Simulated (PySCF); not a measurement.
# A diatomic session: CdF−

One table from this session's results is given with a row withheld; the runs are named, their logs left out.

The runs use PySCF 2.14.0; Cd def2-SVPD with ECP28, F def2-SVPD, scalar-relativistic core potentials.

1 further run of the same task is left out (set aside as unsound or not needed).

Set-up of the first run:

Settings of the job:

- atoms: Cd, F
- charge: -1
- basis: Cd def2-SVPD with ECP28, F def2-SVPD
- Hamiltonian: scalar-relativistic core potentials
- basis functions: 57
- electrons treated: 30
- masses in u: 113.9034, 18.9984
- levels: PBE0, PBE, r²SCAN, PW91, BP86, PBEsol, LC-ωPBE, HF, MP2, SCS-MP2, CCSD, CCSD(T)
- grid: 80 radial by 434 angular points
- occupations: held fixed by the projection of orbital angular momentum
- dissociation limit: Cd + F−, each in its ground configuration
- starting distance in angstrom: 2.115
- values of 2S to try: 0, 2

Launch:

```
$ OMP_NUM_THREADS=1 python dia.py task.json out
```

Among the steps run: Set-up; The PBE0 curve of the state that the search chose; PBE (GGA); r²SCAN (meta-GGA); PW91 (GGA); BP86 (GGA); PBEsol; LC-ωPBE (range-separated hybrid); RHF (mean field); Correlated methods on the Hartree–Fock reference.

One table of the session follows, with a row left open; its other results are not shown here.

Energy (eV) from each level's lowest point:

```
R (Å)    RHF  RHF-MP2  RHF-SCS-MP2  RHF-CCSD  RHF-CCSD(T)
1.893  0.500    0.534        0.553       n/a          n/a
1.981  0.197    0.223        0.236     0.220        0.224
2.069  0.049    0.064        0.072     0.062        0.064
2.135      ?        ?            ?         ?            ?
2.201  0.000    0.000        0.000     0.000        0.000
2.267  0.022    0.015        0.012     0.017        0.016
2.355  0.078    0.064        0.058     0.069        0.067
2.465  0.172    0.152        0.141     0.159        0.157
2.597  0.296    0.272        0.256     0.282        0.281
2.773  0.457    0.431        0.411       n/a          n/a
```

Q: Estimate the row for R (Å) = 2.135 from the others.

Worked estimate for «RHF». A straight line through the neighbours (2.069, 0.049) and (2.201, 0.000) gives 0.049 + (0.000 − 0.049) × (2.135 − 2.069) / (2.201 − 2.069) = 0.025; a parabola fitted to 4 rows on both sides gives 0.002.

The run gave: RHF: 0.005; RHF-MP2: 0.012; RHF-SCS-MP2: 0.016; RHF-CCSD: 0.011; RHF-CCSD(T): 0.012. In «RHF» the line misses by +0.020 and the parabola by -0.003.
